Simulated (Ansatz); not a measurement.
# C2H7AlBF: the cost of one run

Program: Ansatz 0.2.0. Level of theory: RKS PBE0-D4/def2-SVP. These are calculated values, not measurements.

1 further run of the same task is left out (it didn't finish).

## 1. Starting point

Bond lengths: C1–Al2 1.968 Å, Al2–B3 2.051 Å, B3–C4 1.574 Å, B3–F5 1.468 Å, C1–H6 1.041 Å, C1–H7 1.142 Å, C1–H8 1.108 Å, Al2–H9 1.644 Å, C4–H10 1.033 Å, C4–H11 1.159 Å, C4–H12 1.124 Å. Angles (14 of 18 angles, heavy atoms first): C1–Al2–B3 118.3°, Al2–B3–C4 124.1°, Al2–B3–F5 120.1°, C4–B3–F5 115.8°, C1–Al2–H9 121.0°, B3–Al2–H9 120.7°, Al2–C1–H6 113.2°, Al2–C1–H7 107.3°, Al2–C1–H8 107.7°, B3–C4–H10 113.9°, B3–C4–H11 104.7°, B3–C4–H12 107.6°, H6–C1–H7 109.8°, H6–C1–H8 112.6°.

Structure file:

```xyz
12

C    -1.8475   -0.5716    0.7241
Al   -0.2920    0.5231    1.2296
B     1.2956    0.6115   -0.0652
C     1.3564   -0.1507   -1.4407
F     2.5009    1.3647    0.3002
H    -1.6085   -1.5716    0.5607
H    -2.2868   -0.1175   -0.2275
H    -2.6195   -0.4416    1.5088
H    -0.2457    1.3163    2.6689
H     2.2350   -0.0004   -1.9633
H     0.4273    0.2212   -2.0254
H     1.1618   -1.2386   -1.2363
```

## 2. End point A

The input, input.yaml:

```yaml
crystal:
  periodic: [false, false, false]
  atoms:
    - { symbol: C, position_ang: [-1.8475, -0.5716, 0.7241] }
    - { symbol: Al, position_ang: [-0.292, 0.5231, 1.2296] }
    - { symbol: B, position_ang: [1.2956, 0.6115, -0.0652] }
    - { symbol: C, position_ang: [1.3564, -0.1507, -1.4407] }
    - { symbol: F, position_ang: [2.5009, 1.3647, 0.3002] }
    - { symbol: H, position_ang: [-1.6085, -1.5716, 0.5607] }
    - { symbol: H, position_ang: [-2.2868, -0.1175, -0.2275] }
    - { symbol: H, position_ang: [-2.6195, -0.4416, 1.5088] }
    - { symbol: H, position_ang: [-0.2457, 1.3163, 2.6689] }
    - { symbol: H, position_ang: [2.235, -0.0004, -1.9633] }
    - { symbol: H, position_ang: [0.4273, 0.2212, -2.0254] }
    - { symbol: H, position_ang: [1.1618, -1.2386, -1.2363] }
basis:
  gaussian: { orbitals: def2-SVP }
hamiltonian:
  xc: pbe0
  dispersion: d4
relax:
  f_tol: 0.015
  max_steps: 40
```

Started as:

```bash
$ ansatz run input.yaml --threads 2 --pin off --max-ram 3072MiB --backend cpu --events-out ev --progress --plain --runs-dir out
```

What time and memory should one allow on 2 threads of Arm Neoverse V2, shared host?

About 22 s, with a peak of 0.23 GiB.
